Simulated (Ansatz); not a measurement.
Runs of Ansatz 0.2.0 on Bi. The cell holds a sheet with vacuum, 1 atom: a = 3.301 Å, b = 3.301 Å, c = 23.800 Å, α = 90.00°, β = 90.00°, γ = 120.00°. The cell was built by a generator and needn't be a form met in nature.

```tsv
task	level	cutoff (eV)	basis error allowed	gap on the mesh (eV)	work function (eV)
work function	LDA	163	0.002 eV/atom	none	(a)
single point	PBE	177	0.001 eV/atom	none	-
projected density of states	PBE	163	0.002 eV/atom	-	4.39
work function	PBEsol	163	0.002 eV/atom	none	4.49
work function	PBE	163	0.002 eV/atom	none	4.39
```

Alike in all rows: potentials or basis all-electron LAPW, scalar-relativistic; no spin polarisation; cell as given; k mesh 9 × 9 × 1; smearing fermi-dirac 0.05 eV.

Problem. Estimate the missing entries.

Solution. (a) 4.68.

Caveats: spin-orbit coupling is left out, which moves the levels of the heavy elements.

A k mesh can miss the band edges, and the runs leave out spin-orbit coupling on Bi.

A gap of «none» marks a metal or a gap under the smearing width.
